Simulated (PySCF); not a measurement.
# BH9Si3: the cost of one run

The runs use PySCF 2.14.0, with density-fitted response routines of our own; the level of theory stands in each step. All values are computed, except where a source is named. Atoms count from 0, in the outputs and in this text.

## (1) The starting structure

13 atoms, charge 0, multiplicity 1; geometry from: GFN2-xTB. The atoms were then displaced at random by about 0.01 Å, so the start is not that level's minimum.

Bonds of the start (Å): B0–Si1 1.91, Si1–Si2 2.33, Si2–Si3 2.34, B0–H4 1.19, B0–H5 1.17, Si1–H6 1.47, Si1–H7 1.48, Si2–H8 1.47, Si2–H9 1.49, Si3–H10 1.43, Si3–H11 1.45, Si3–H12 1.50.

## (2) Geometry optimisation at PBE0-D3(BJ)/def2-SVP

Job settings and geometry (Å):

```
{"job": {"xc": "PBE0", "basis": "def2-SVP", "d3": "d3bj", "grid": 1, "shake": 0.01, "kind": "geom"}, "charge": 0, "multiplicity": 1}
B     -2.341510     0.406550     0.220620
Si    -1.338320    -0.971860    -0.632290
Si     0.842370    -0.867370     0.188040
Si     2.007480     1.117940    -0.242180
H     -2.361890     1.517590    -0.218060
H     -2.945460     0.262420     1.216770
H     -1.803620    -2.351030    -0.445680
H     -1.179940    -0.868230    -2.102470
H      1.640100    -2.003670    -0.282760
H      0.844070    -1.099270     1.663160
H      3.343610     1.168690     0.262160
H      2.047980     1.407500    -1.666400
H      1.250940     2.263860     0.364250
```

Run with:

```console
OMP_NUM_THREADS=1 python probes_run.py task.json out
```

This one command runs all jobs of the session in turn.

Q: Estimate the wall time and peak memory of this first job on 1 thread of Arm Neoverse V1, shared host.

About 29 s, with a peak of 0.47 GiB.
